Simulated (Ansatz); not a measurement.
# CH9NSi2: basis-set convergence

One table from this session's results is given with a row withheld; the runs are named, their logs left out.

Method: one geometry, several basis sets; program: Ansatz 0.2.0, Gaussian basis.

The runs, in order: PBE0-D4/def2-SVP; ωB97M-V/def2-SVP; PBE0-D4/def2-QZVPP; ωB97M-V/def2-QZVPP; the functionals' def2-TZVPP values are taken from earlier runs.

### Structure used throughout

The geometry comes from an earlier relaxation with PBE0-D4 in a triple-zeta def2 set; it is a stationary point, not always the lowest conformer.

13 atoms, charge 0, spin multiplicity 1.

Atoms are counted from 1 here; the program's logs count them from 0.

Bond lengths: C1–N2 1.462 Å, C1–H5 1.095 Å, C1–H6 1.095 Å, C1–H7 1.096 Å, N2–Si3 1.725 Å, N2–Si4 1.725 Å, Si3–H8 1.483 Å, Si3–H9 1.490 Å, Si3–H10 1.492 Å, Si4–H11 1.490 Å, Si4–H12 1.483 Å, Si4–H13 1.492 Å. Angles: N2–C1–H5 110.8°, N2–C1–H6 110.8°, N2–C1–H7 112.4°, H5–C1–H6 106.9°, H5–C1–H7 107.8°, H6–C1–H7 107.8°, C1–N2–Si3 116.8°, C1–N2–Si4 116.8°, Si3–N2–Si4 125.8°, N2–Si3–H8 108.6°, N2–Si3–H9 109.5°, N2–Si3–H10 112.4°, H8–Si3–H9 110.5°, H8–Si3–H10 109.1°, H9–Si3–H10 106.9°, N2–Si4–H11 109.5°, N2–Si4–H12 108.6°, N2–Si4–H13 112.4° and more.

The first run:

Contents of in.yaml:

```yaml
crystal:
  periodic: [false, false, false]
  atoms:
    - {symbol: C, position_ang: [-0.311085, 1.254296, -0.765493]}
    - {symbol: N, position_ang: [-0.077225, 0.031221, -0.000246]}
    - {symbol: Si, position_ang: [0.489389, 0.221732, 1.618151]}
    - {symbol: Si, position_ang: [-0.188676, -1.459376, -0.861815]}
    - {symbol: H, position_ang: [-1.071306, 1.091313, -1.536035]}
    - {symbol: H, position_ang: [-0.681522, 2.054075, -0.116378]}
    - {symbol: H, position_ang: [0.596983, 1.617203, -1.260908]}
    - {symbol: H, position_ang: [0.550524, -1.115188, 2.257746]}
    - {symbol: H, position_ang: [-0.437825, 1.115757, 2.366636]}
    - {symbol: H, position_ang: [1.840294, 0.851842, 1.676077]}
    - {symbol: H, position_ang: [-1.508538, -1.538559, -1.548044]}
    - {symbol: H, position_ang: [-0.037697, -2.575469, 0.103441]}
    - {symbol: H, position_ang: [0.856983, -1.583648, -1.918433]}
basis:
  gaussian: {orbitals: def2-SVP}
hamiltonian: {xc: pbe0, dispersion: d4}
output: {orbitals: {seedname: orbitals}}
```

Steps of the session up to this table: PBE0-D4 in def2-SVP; ωB97M-V in def2-SVP; PBE0-D4 in def2-QZVPP; ωB97M-V in def2-QZVPP.

One of the session's tables, all rows but one given; the rest of the session is left out.

It belongs to the step «Functionals by basis». 

| functional | basis | HOMO (eV) | LUMO (eV) |
| --- | --- | --- | --- |
| PBE0-D4 | def2-SVP | -6.98 | 0.53 |
| PBE0-D4 | def2-TZVPP | -7.08 | 0.09 |
| PBE0-D4 | def2-QZVPP | ? | ? |
| ωB97M-V | def2-SVP | -9.23 | 2.40 |
| ωB97M-V | def2-TZVPP | -9.37 | 1.76 |
| ωB97M-V | def2-QZVPP | -9.38 | 1.47 |

Estimate the missing values for PBE0-D4, def2-QZVPP.

As computed: HOMO (eV): -7.10; LUMO (eV): -0.02. In the column «HOMO (eV)» it lies between ωB97M-V, def2-SVP (-9.23) and PBE0-D4, def2-TZVPP (-7.08).
